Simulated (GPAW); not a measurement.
# Si2Mo in GPAW: further runs

One slab, Si2Mo, is run at these levels: r2SCAN, vdW-DF-cx, BEEF-vdW; tasks: single point.

Program: GPAW 26.7.0. These are calculated values, not measurements. Logs are shortened: lines on timing, memory, paths and dates and some standing lists are left out, and cuts for length are marked. The log counts tension as positive stress, the text compression.

### 1 The cell of the first run

The cell holds a slab with vacuum, 9 atoms: a = 3.200 Å, b = 3.200 Å, c = 25.487 Å, α = 90.00°, β = 90.00°, γ = 90.00°.

### 2 Single point, r2SCAN (the (0 0 1) slab of Si2Mo, cut from the database cell, not relaxed)

run.py

```python
import numpy as np
from ase.dft.bandgap import bandgap
from ase.io import read, write
from gpaw import GPAW, PW

atoms = read('POSCAR')
atoms.pbc = (True, True, False)

calc = GPAW(mode=PW(450),
            xc='MGGA_X_R2SCAN+MGGA_C_R2SCAN',
            kpts={'size': (8, 8, 1), 'gamma': True},
            occupations={'name': 'fermi-dirac', 'width': 0.05},
            nbands=59,
            convergence={'density': 1e-05, 'energy': 1e-05},
            maxiter=150,
            poissonsolver={'dipolelayer': 'xy'},
            txt='gpaw.txt')
atoms.calc = calc
energy = atoms.get_potential_energy()
forces = atoms.get_forces()
calc.write('gs.gpw')
write('result.traj', atoms)
print(f'Energy: {energy:.6f} eV')
print('Forces (eV/A):')
print(forces.round(4))
print('Fermi level:', round(calc.get_fermi_level(), 4), 'eV')
print(f'Gap: {bandgap(calc)[0]:.4f} eV, direct: {bandgap(calc, direct=True)[0]:.4f} eV')

v = calc.get_electrostatic_potential().mean(axis=(0, 1))
z = np.arange(len(v)) * atoms.cell[2, 2] / len(v)
ef = calc.get_fermi_level()
np.savetxt('planar.dat', np.c_[z, v], fmt='%.4f')
below, above = np.interp([1.5, atoms.cell[2, 2] - 1.5], z, v) - ef
print(f'Work functions: bottom {below:.4f} eV, top {above:.4f} eV')
print('Dipole moment:', *calc.get_dipole_moment().round(5), 'e A')
```

POSCAR

```
Si2Mo
1.0
    3.2000000000      0.0000000000      0.0000000000
    0.0000000000      3.2000000000      0.0000000000
    0.0000000000      0.0000000000     25.4865740000
Si Mo Si Mo Si Mo Si
1 1 2 1 2 1 1
Direct
    0.0000000000      0.0000000000      0.2942725845
    0.5000000000      0.5000000000      0.3457815476
    0.0000000000      0.0000000000      0.3972905107
    0.5000000000      0.5000000000      0.4484910369
    0.0000000000      0.0000000000      0.5000000000
    0.5000000000      0.5000000000      0.5515089631
    0.0000000000      0.0000000000      0.6027094893
    0.5000000000      0.5000000000      0.6542184524
    0.0000000000      0.0000000000      0.7057274155
```

Potentials or basis: GPAW PAW data sets (gpaw-data 1.2.1), pw.

Command:

```sh
OMP_NUM_THREADS=1 python run.py
```

gpaw.txt:

```text
__  _  _
 | _ |_)|_||  |
 |__||  | ||/\| - 26.7.0

Input parameters:
  mode=PW(ecut=450.00000000000006),
  convergence={'density': 1e-05, 'energy': 1e-05},
  kpts=MonkhorstPack(size=(8, 8, 1), gamma=True),
  maxiter=150,
  nbands=59,
  occupations=Occupations(name='fermi-dirac', width=0.05),
  poissonsolver=PoissonSolver(dipolelayer='xy'),
  xc=XC(name='MGGA_X_R2SCAN+MGGA_C_R2SCAN')

Diagonalizing LCAO Hamiltonian
Converting LCAO to pw mode
   .-------.
  /|       |
 * |       |
 | |       |
 | |       |
 | |       |
 | |       |
 | |       |
 | |       |
 | |       |
 | |       |
 Si|       |
 | |  Mo   |
 | |       |
 Si|       |
 | |  Si   |
 | |       |
 Mo|       |
 | |  Si   |
 | |       |
 | |       |
 Si|  Mo   |
 | |       |
 | |       |
 Si|       |
 | |       |
 | |       |
 | |       |
 | |       |
 | |       |
 | |       |
 | .-------.
 |/       /
 *-------*

Atoms  # Å, Bohr magnetons
|   | symbol |        x |        y |         z |    initial magnetic moments |
|---|--------|----------|----------|-----------|-----------------------------|
| 0 |     Si | 0.000000 | 0.000000 |  7.500000 | ( 0.0000,  0.0000,  0.0000) |
| 1 |     Mo | 1.600000 | 1.600000 |  8.812787 | ( 0.0000,  0.0000,  0.0000) |
| 2 |     Si | 0.000000 | 0.000000 | 10.125574 | ( 0.0000,  0.0000,  0.0000) |
| 3 |     Si | 1.600000 | 1.600000 | 11.430500 | ( 0.0000,  0.0000,  0.0000) |
| 4 |     Mo | 0.000000 | 0.000000 | 12.743287 | ( 0.0000,  0.0000,  0.0000) |
| 5 |     Si | 1.600000 | 1.600000 | 14.056074 | ( 0.0000,  0.0000,  0.0000) |
| 6 |     Si | 0.000000 | 0.000000 | 15.361000 | ( 0.0000,  0.0000,  0.0000) |
| 7 |     Mo | 1.600000 | 1.600000 | 16.673787 | ( 0.0000,  0.0000,  0.0000) |
| 8 |     Si | 0.000000 | 0.000000 | 17.986574 | ( 0.0000,  0.0000,  0.0000) |

Unit cell  # Å
| periodic |        x |        y |         z |   lengths |    angles |
|----------|----------|----------|-----------|-----------|-----------|
|      yes | 3.200000 | 0.000000 |  0.000000 |  3.200000 | 90.000000 |
|      yes | 0.000000 | 3.200000 |  0.000000 |  3.200000 | 90.000000 |
|       no | 0.000000 | 0.000000 | 25.486574 | 25.486574 | 90.000000 |

Number of symmetries: 16
Symmetry operations  # r_c * U_cc + t_c -> r_c
|    | kind |            matrix            |
|----|------|------------------------------|
|  0 |  E   |  1, 0, 0,  0, 1, 0,  0, 0, 1 |
|  1 |  σ   |  1, 0, 0,  0, 1, 0,  0, 0,-1 |
|  2 |  σ   |  1, 0, 0,  0,-1, 0,  0, 0, 1 |
|  3 |  C2  |  1, 0, 0,  0,-1, 0,  0, 0,-1 |
|  4 |  σ   |  0, 1, 0,  1, 0, 0,  0, 0, 1 |
|  5 |  C2  |  0, 1, 0,  1, 0, 0,  0, 0,-1 |
|  6 |  C4  |  0, 1, 0, -1, 0, 0,  0, 0, 1 |
|  7 |  S4  |  0, 1, 0, -1, 0, 0,  0, 0,-1 |
|  8 |  C4  |  0,-1, 0,  1, 0, 0,  0, 0, 1 |
|  9 |  S4  |  0,-1, 0,  1, 0, 0,  0, 0,-1 |
| 10 |  σ   |  0,-1, 0, -1, 0, 0,  0, 0, 1 |
| 11 |  C2  |  0,-1, 0, -1, 0, 0,  0, 0,-1 |
| 12 |  σ   | -1, 0, 0,  0, 1, 0,  0, 0, 1 |
| 13 |  C2  | -1, 0, 0,  0, 1, 0,  0, 0,-1 |
| 14 |  C2  | -1, 0, 0,  0,-1, 0,  0, 0, 1 |
| 15 |  i   | -1, 0, 0,  0,-1, 0,  0, 0,-1 |

BZ-sampling:
  Number of BZ points: 64
  Number of IBZ points: 15

  Monkhorst-Pack size: [8, 8, 1]
  Monkhorst-Pack shift: [0.0625, 0.0625, 0.0]

K-points  # in reciprocal-cell coordinates
|     |                                coordinates |     weight |
|-----|--------------------------------------------|------------|
|   0 | (  0.00000000,   0.00000000,   0.00000000) | 0.01562500 |
|   1 | (  0.12500000,   0.00000000,   0.00000000) | 0.06250000 |
|   2 | (  0.12500000,   0.12500000,   0.00000000) | 0.06250000 |
|   3 | (  0.25000000,   0.00000000,   0.00000000) | 0.06250000 |
|   4 | (  0.25000000,   0.12500000,   0.00000000) | 0.12500000 |
|   5 | (  0.25000000,   0.25000000,   0.00000000) | 0.06250000 |
|   6 | (  0.37500000,   0.00000000,   0.00000000) | 0.06250000 |
|   7 | (  0.37500000,   0.12500000,   0.00000000) | 0.12500000 |
|   8 | (  0.37500000,   0.25000000,   0.00000000) | 0.12500000 |
|   9 | (  0.37500000,   0.37500000,   0.00000000) | 0.06250000 |
| ... |                                            |            |
|  14 | (  0.50000000,   0.50000000,   0.00000000) | 0.01562500 |

Plane wave coefficients: 5721
Cutoff: 450.00000000000006 eV

Spin-components: 1 (collinear spins)
Bands:           59
Projectors:      48
Spin-degeneracy: 2
Datatype:        complex128

Parallelization:
  kpt:    1
  domain: 1
  band:   1

Density:
  Valence electrons: 66.0
  Components: 1
  Grid points: [ 16  16 125]
  Charge: 0.0  # |e|

Potential:
  Grid points: [ 16  16 125]

species:
  Si:
    name:    Silicon
    Z:       14.0
    valence: 4
    core:    10
    charge:  0.0  # [|e|]
    compensation charges:
      type: gauss
      rc: 0.33  # [Å]
      lmax: 2
    cutoffs:
      filter: 1.86  # [Å]
      core: 2.06  # [Å]
    projectors
    | kind |    occ | energy [eV] | rcut [Å] |
    |------|--------|-------------|----------|
    |   3s |  2.000 |     -10.812 |    1.058 |
    |   3p |  2.000 |      -4.081 |    1.058 |
    |    s |        |      16.399 |    1.058 |
    |    p |        |      23.130 |    1.058 |
    |    d |        |       0.000 |    1.058 |

    Using partial waves for Si as LCAO basis

  Mo:
    name:    Molybdenum
    Z:       42.0
    valence: 14
    core:    28
    charge:  0.0  # [|e|]
    compensation charges:
      type: gauss
      rc: 0.38  # [Å]
      lmax: 2
    cutoffs:
      filter: 2.16  # [Å]
      core: 1.42  # [Å]
    projectors
    | kind |    occ | energy [eV] | rcut [Å] |
    |------|--------|-------------|----------|
    |   4s |  2.000 |     -64.307 |    1.238 |
    |   5s |  1.000 |      -4.084 |    1.238 |
    |   4p |  6.000 |     -38.491 |    1.296 |
    |   5p |  0.000 |      -1.044 |    1.296 |
    |   4d |  5.000 |      -3.754 |    1.296 |
    |    d |        |      23.458 |    1.296 |

    Using partial waves for Mo as LCAO basis

Reference energy: -377720.283396  # eV

eigensolver:
  PPCG
  Converge bands: occupied
  niter=2

density mixing:
  MSR1-Mixer
  Pratt-step length: 0.05
  Maximum mixing coefficient: 0.75
  Old densities: 10
  SVD Regularization: 0.005
  Good broyden scale: 1.0
  Trust region scale: 1.0
  Backstep threshold: 4.0
  History deletion threshold: 6.0
  Fourier metric: weight=20.0, sigma=0.015

occupation numbers:
  Fermi-Dirac:
    width: 0.0500  # eV

<gpaw.new.pw.poisson.DipoleLayerPWPoissonSolver object>
xc functional:
  name: MGGA_X_R2SCAN+MGGA_C_R2SCAN with 2 nearest neighbor stencil

convergence criteria:
[... 6 lines left out ...]
|iter     | |      energy | eigst |  dens |
|---------|-|-------------|-------|-------|
|iter:   1| | -138.947557 | +0.64 |       |
|iter:   2| | -123.606335 | -0.87 | -1.02 |
|iter:   3| | -157.062084 | +0.23 | -1.02 |
|iter:   4| | -160.003423 | -0.15 | -0.64 |
|iter:   5| | -122.788443 | -0.42 | -0.56 |
|iter:   6| | -121.598030 | -1.28 | -1.17 |
|iter:   7| | -121.655969 | -1.80 | -1.45 |
|iter:   8| | -121.584275 | -2.70 | -1.84 |
|iter:   9| | -121.594867 | -3.03 | -2.10 |
|iter:  10| | -121.595043 | -4.14 | -2.67 |
|iter:  11| | -121.595509c| -4.54 | -3.09 |
|iter:  12| | -121.595514c| -5.76 | -3.54 |
|iter:  13| | -121.595508c| -6.50 | -4.09 |
|iter:  14| | -121.595509c| -7.53c| -4.69 |
|iter:  15| | -121.595509c| -7.55c| -5.08c|

Converged in 15 steps
Energy contributions relative to reference atoms: (reference = -377720.283396)

Energy contributions:
  Kinetic:         -45.288469
  Coulomb:          38.074730
  Zero:             -1.046522
  External:          0.000000
  Xc:             -113.320865
  Entropy:          -0.028766
  Spinorbit:         0.000000
  ----------------------------
  Free energy:    -121.609891
  Extrapolated:   -121.595509

dipole moment: (-39.741423, -39.741423, -0.000095)  # |e|*Ang

Fermi level: 3.036
Eigenvalues  # (at kpt = [0.000, 0.000, 0.000])
| band index |      eig [eV] | occ [0-2] |
|------------|---------------|-----------|
|          0 |       -59.458 |     2.000 |
|        ... |               |           |
|         22 |         0.718 |     2.000 |
|         23 |         0.718 |     2.000 |
|         24 |         0.770 |     2.000 |
|         25 |         1.145 |     2.000 |
|         26 |         1.431 |     2.000 |
|         27 |         1.431 |     2.000 |
[... 8 lines left out ...]
|         36 |         4.251 |     0.000 |
|         37 |         5.356 |     0.000 |
|        ... |               |           |
|         58 |        13.553 |     0.000 |

No gap
No difference between direct/indirect transitions
vacuum-level: 7.711  # V
Workfunctions: 4.675, 4.675 eV (top, bottom)

Forces  # eV/Ang
|        x |        y |        z |
|----------|----------|----------|
|  0.00000 |  0.00000 |  0.89097 |  # Si   0
|  0.00000 |  0.00000 | -0.02610 |  # Mo   1
| -0.00000 | -0.00000 | -0.68352 |  # Si   2
|  0.00000 |  0.00000 | -0.01163 |  # Si   3
|  0.00000 |  0.00000 |  0.00000 |  # Mo   4
|  0.00000 |  0.00000 |  0.01163 |  # Si   5
| -0.00000 | -0.00000 |  0.68352 |  # Si   6
|  0.00000 |  0.00000 |  0.02610 |  # Mo   7
|  0.00000 |  0.00000 | -0.89097 |  # Si   8

# Writing to gs.gpw (mode='')
```

Run time: 3.8 min. Hardware: 1 thread of Arm Neoverse V2, shared host; peak memory 0.42 GiB.

Results:

```
Free energy                     : -121.6099 eV
Largest force                   : 0.891 eV/Å
Band gap on the k mesh          : none (metal or under the smearing width)
Dipole across the slab          : 0.00 e·Å
Work function of the upper face : 4.68 eV
Work function of the lower face : 4.68 eV
```

Forces on the atoms (eV/Å):
```
Si   0.000  0.000  0.891
Mo   0.000  0.000 -0.026
Si   0.000  0.000 -0.684
Si   0.000  0.000 -0.012
Mo   0.000  0.000  0.000
Si   0.000  0.000  0.012
Si   0.000  0.000  0.684
Mo   0.000  0.000  0.026
Si   0.000  0.000 -0.891
```

Caveat: the PAW data sets were made with another functional, which shifts forces and pressure a little.

### 3 Single point, vdW-DF-cx (the (0 0 1) slab of Si2Mo, cut from the database cell, not relaxed)

run.py, as its differences from that of step 2:

```diff
@@ -9,3 +9,3 @@
 calc = GPAW(mode=PW(450),
-            xc='MGGA_X_R2SCAN+MGGA_C_R2SCAN',
+            xc={'name': 'vdW-DF-cx', 'backend': 'libvdwxc'},
             kpts={'size': (8, 8, 1), 'gamma': True},
```

POSCAR is that of step 2.

Potentials or basis: GPAW PAW data sets (gpaw-data 1.2.1), pw.

Command:

```sh
OMP_NUM_THREADS=1 python run.py
```

Run time: 1.8 min. Hardware: 1 thread of Arm Neoverse V2, shared host; peak memory 0.35 GiB.

It converged, with:

* Free energy: 87.8696 eV
* Largest force: 0.606 eV/Å
* Band gap on the k mesh: none (metal or under the smearing width)
* Dipole across the slab: 0.00 e·Å
* Work function of the upper face: 4.67 eV
* Work function of the lower face: 4.67 eV

Forces on the atoms (eV/Å):
```
Si   0.000  0.000  0.571
Mo   0.000  0.000 -0.036
Si   0.000  0.000 -0.606
Si   0.000  0.000 -0.047
Mo   0.000  0.000  0.000
Si   0.000  0.000  0.047
Si   0.000  0.000  0.606
Mo   0.000  0.000  0.036
Si   0.000  0.000 -0.571
```

Levels at points of the mesh, in eV from the Fermi level:
```
           k point  band 30  band 31  band 32  band 33  band 34  band 35  band 36  band 37
(0.00, 0.00, 0.00)    -0.50     0.66     0.75     0.77     0.81     0.81     0.86     0.97
(0.50, 0.00, 0.00)    -1.75    -0.39    -0.29    -0.17    -0.13    -0.05     2.32     2.33
(0.50, 0.50, 0.00)    -1.92    -1.24    -1.21    -1.21     0.16     1.37     2.02     2.46
```

Caveat: the PAW data sets were made with another functional, which shifts forces and pressure a little.

### 4 Single point, BEEF-vdW (the (0 0 1) slab of Si2Mo, cut from the database cell, not relaxed)

run.py, as its differences from that of step 3:

```diff
@@ -9,3 +9,3 @@
 calc = GPAW(mode=PW(450),
-            xc={'name': 'vdW-DF-cx', 'backend': 'libvdwxc'},
+            xc={'name': 'BEEF-vdW', 'backend': 'libvdwxc'},
             kpts={'size': (8, 8, 1), 'gamma': True},
```

POSCAR is that of step 3.

Command:

```sh
OMP_NUM_THREADS=1 python run.py
```

Wall time 2 min (1 thread of Arm Neoverse V2, shared host); peak memory 0.35 GiB.

The run converged. Its results:

```
Free energy                     : -591.9694 eV
Largest force                   : 0.533 eV/Å
Band gap on the k mesh          : none (metal or under the smearing width)
Dipole across the slab          : 0.00 e·Å
Work function of the upper face : 4.82 eV
Work function of the lower face : 4.82 eV
```

Forces on the atoms (eV/Å):
```
Si   0.000  0.000  0.485
Mo   0.000  0.000 -0.075
Si   0.000  0.000 -0.533
Si   0.000  0.000 -0.134
Mo   0.000  0.000  0.000
Si   0.000  0.000  0.134
Si   0.000  0.000  0.533
Mo   0.000  0.000  0.075
Si   0.000  0.000 -0.485
```

Levels at points of the mesh, in eV from the Fermi level:
```
           k point  band 29  band 30  band 31  band 32  band 33  band 34  band 35  band 36  band 37  band 38
(0.00, 0.00, 0.00)    -0.50    -0.50     0.64     0.72     0.75     0.78     0.78     0.86     0.97     2.19
(0.50, 0.00, 0.00)    -1.70    -1.69    -0.38    -0.30    -0.18    -0.15    -0.06     2.31     2.32     2.48
(0.50, 0.50, 0.00)    -2.01    -1.96    -1.29    -1.23    -1.23     0.20     1.43     2.01     2.45     2.50
```

Caveat: the PAW data sets were made with another functional, which shifts forces and pressure a little.

### 5 Summary

```csv
level,gap on the mesh (eV),largest force (eV/Å),work function (eV)
r2SCAN,none,0.89,4.68
vdW-DF-cx,none,0.61,4.67
BEEF-vdW,none,0.53,4.82
```

Alike in all rows: task single point; potentials or basis GPAW PAW data sets (gpaw-data 1.2.1), pw; no spin polarisation; cell the (0 0 1) slab of Si2Mo, cut from the database cell, not relaxed; k mesh 8 × 8 × 1; cutoff (eV) 450; smearing fermi-dirac 0.05 eV.

Caveats: the PAW data sets were made with another functional, which shifts forces and pressure a little.

Total energies depend on the potentials used, so only differences within one code and one set of settings carry meaning.
